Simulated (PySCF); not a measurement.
# CoF₄: structure of the sextet

Where does sextet CoF₄ go from a tetrahedral start, is the end point a minimum, and what are its modes, charges and moments?

Program: PySCF 2.14.0. Level of theory: PBE, basis Co def2-SVP, F def2-SVP, no relativity, density fitting. These are calculated values, not measurements.

### 1 The starting structure

5 atoms, charge 0, spin multiplicity 6.

Bond lengths: Co1–F2 1.750 Å, Co1–F3 1.750 Å, Co1–F4 1.750 Å, Co1–F5 1.750 Å. Angles: F2–Co1–F3 109.5°, F2–Co1–F4 109.5°, F2–Co1–F5 109.5°, F3–Co1–F4 109.5°, F3–Co1–F5 109.5°, F4–Co1–F5 109.5°.

Coordinates in bohr (charge 0 multiplicity 6):
```
Co    0.0000    0.0000    0.0000
F     2.7002   -0.0001    1.9093
F    -2.7002    0.0000    1.9093
F     0.0000    2.7002   -1.9093
F     0.0000   -2.7001   -1.9093
```

### 2 Relaxation: tetrahedral start, sextet

One driver script runs all steps and calls PySCF; scf.py shows how it sets up the SCF of each step. The optimiser is the driver's own. Before each start the driver seeks the lowest SCF state from one or more starting densities and follows internal instabilities, so scf.py alone need not reach the same state.

The program finds Td symmetry in the start, which this walk keeps. The walk stops when the largest gradient is under 0.0003 Eh/bohr and the energy has settled too.

scf.py

```python
from pyscf import gto, scf, dft
mol = gto.M(atom='''
Co     0.000000    -0.000000    -0.000000
F      1.428860    -0.000027     1.010357
F     -1.428860    -0.000000     1.010357
F      0.000013     1.428873    -1.010338
F     -0.000013    -1.428847    -1.010375''',
    basis={'Co': 'def2-SVP', 'F': 'def2-SVP'},
    charge=0, spin=5)
mf = dft.UKS(mol, xc='PBE')
mf.grids.atom_grid = (50, 194)
aux = {'Co': 'def2-universal-JKFIT', 'F': 'def2-universal-JKFIT'}
mf = mf.density_fit(auxbasis=aux)
mf.kernel()
```

The optimiser's trace:

```
step   energy (Eh)  change (kJ/mol)  largest symmetric gradient (Eh/bohr)
   0  -1781.065290             0.00                               0.00356
   1  -1781.065433            -0.38                               0.00038
   2  -1781.065435            -0.38                               0.00001
```

The walk ran for 3.9 s (4 threads, shared host).

Positions (Å) and forces (eV/Å) along the way:

```
step 0
Co   0.000   0.000   0.000   0.000   0.000   0.000
F    1.429   0.000   1.010   0.183   0.000   0.130
F   -1.429   0.000   1.010  -0.183   0.000   0.130
F    0.000   1.429  -1.010   0.000   0.183  -0.130
F    0.000  -1.429  -1.010   0.000  -0.183  -0.130
step 1
Co   0.000   0.000   0.000   0.000   0.000   0.000
F    1.435   0.000   1.015   0.019   0.000   0.015
F   -1.435   0.000   1.015  -0.019   0.000   0.015
F    0.000   1.435  -1.015   0.000   0.019  -0.015
F    0.000  -1.435  -1.015   0.000  -0.019  -0.015
step 2
Co   0.000   0.000   0.000   0.000   0.000   0.000
F    1.436   0.000   1.015  -0.001   0.000   0.002
F   -1.436   0.000   1.015   0.001   0.000   0.002
F    0.000   1.436  -1.015   0.000  -0.001  -0.002
F    0.000  -1.436  -1.015   0.000   0.001  -0.002
```

It settles in Td symmetry, 0.4 kJ/mol below the start, after 2 steps: Co–F 1.759 Å (×4); F–Co–F 109.5° (×6).

### 3 Hessian and properties

The point is checked on the finer grid, and tightened if its gradient asks for it. The Hessian and the dipole derivatives come from central differences of analytic gradients, with steps of 0.01 bohr.

scf.py: that of step 2 with these lines changed.

```diff
@@ -3,5 +3,5 @@
-Co     0.000000    -0.000000    -0.000000
-F      1.428860    -0.000027     1.010357
-F     -1.428860    -0.000000     1.010357
-F      0.000013     1.428873    -1.010338
-F     -0.000013    -1.428847    -1.010375''',
+Co    -0.000000    -0.000000    -0.000000
+F      1.436668    -0.000027     1.015878
+F     -1.436668    -0.000000     1.015878
+F      0.000013     1.436681    -1.015859
+F     -0.000013    -1.436654    -1.015897''',
@@ -11 +11 @@
-mf.grids.atom_grid = (50, 194)
+mf.grids.atom_grid = (75, 302)
```

The driver hands on the density of the step before, so the log starts near convergence.

Log of the central SCF (cycles and frontier levels):

```text
init E= -1781.06543184247
[... the frontier-level lines of each cycle are left out ...]
cycle= 1 E= -1781.06543183719  delta_E= 5.28e-09  |g|= 0.000128  |ddm|= 6.45e-05
cycle= 2 E= -1781.06543136382  delta_E= 4.73e-07  |g|= 0.00121  |ddm|= 0.000612
cycle= 3 E= -1781.06543184251  delta_E= -4.79e-07  |g|= 2.88e-07  |ddm|= 0.000554
cycle= 4 E= -1781.06543184251  delta_E= 8.19e-12  |g|= 6.11e-08  |ddm|= 2.41e-07
Extra cycle  E= -1781.06543184251  delta_E=    0  |g|= 5.45e-07  |ddm|= 2.83e-07
converged SCF energy = -1781.06543184251  <S^2> = 8.7546718  2S+1 = 6.001557
```

The whole step took 17 s.

Geometry: Td; Co–F 1.760 Å (×4); F–Co–F 109.5° (×6).

Harmonic modes (main isotopes):

```tsv
symmetry	ω (cm⁻¹)	IR (km/mol)	μ (u)	type
e	170	0.0	19.00	bend
t2	193	28.4	23.04	bend
a1	591	0.0	19.00	stretch
t2	655	117	23.94	stretch
```

All wavenumbers are real: a minimum.

Constants and moments:

```yaml
Dipole_moment: 0.00 D
Highest_occupied_level: -8.99 eV
Lowest_empty_level: -7.65 eV
Rotational_constants: 0.1075, 0.1075, 0.1075 cm⁻¹
Zero-point_energy: 20.8 kJ/mol
Principal_polarisabilities: 32.4, 32.4, 32.4 bohr³
Atomisation_energy_without_zero-point_energy: 1701 kJ/mol
Principal_traceless_quadrupole_moments_about_the_centre_of_mass: 0.00, 0.00, 0.00 D Å
Entropy_at_298.15_K_and_1_bar_electronic_part_spin_only: 330.4 J/(mol K)
Heat_capacity_Cp_at_298.15_K: 88.1 J/(mol K)
Enthalpy_at_298.15_K_above_0_K: 19.10 kJ/mol
Rotational_symmetry_number: 12
Spin_squared_⟨S²⟩: 8.755
```

Populations by atom (charges in e):

```json
{"atom": "Co1", "Mulliken": "1.05", "Löwdin": "0.65", "polar tensor": "1.23", "spin (Mulliken)": "3.08", "Mayer order to Co1": "–"}
{"atom": "F2,3,4,5", "Mulliken": "-0.26", "Löwdin": "-0.16", "polar tensor": "-0.31", "spin (Mulliken)": "0.48", "Mayer order to Co1": "1.04"}
```

Outer orbital energies (eV). α occupied: -10.43, -10.43, -10.43, -9.75, -9.75, -8.99, -8.99, -8.99; empty: -0.83, 3.41, 4.19, 4.19. β occupied: -11.31, -11.31, -10.55, -10.55, -10.55, -9.67, -9.67, -9.67; empty: -7.65, -7.65, -6.69, -6.69.

Mulliken populations on Co1: s 6.32, p 12.66, d 6.96, f 0.00.

### 4 Results

```
                                          quantity                                  value
                                           minimum                             sextet, Td
                                          geometry  Co–F 1.760 Å (×4); F–Co–F 109.5° (×6)
                                wavenumbers (cm⁻¹)  170 (e), 193 (t2), 591 (a1), 655 (t2)
                                     dipole moment                                 0.00 D
highest occupied, lowest empty level (either spin)                        -8.99, -7.65 eV
                        polar-tensor charge of Co1                                +1.23 e
                                 zero-point energy                            20.8 kJ/mol
                               entropy at 298.15 K                        330.4 J/(mol K)
         atomisation energy (no zero-point energy)                            1701 kJ/mol
                                              ⟨S²⟩                                  8.755
```

What this shows: The tetrahedral start keeps its Td symmetry and ends in a minimum. In the infrared the band at 655 cm⁻¹ (t2, stretch) leads. The dipole vanishes although Co1 carries +1.2 e by the polar tensor: the bond dipoles cancel. Most of the spin sits on Co1 (Mulliken spin 3.08, against 5 for the whole molecule). Only this shape and spin were tried, so other structures or states may lie lower. One determinant may miss the lowest occupation of an open d or f shell.

The search up to here took 35 s.
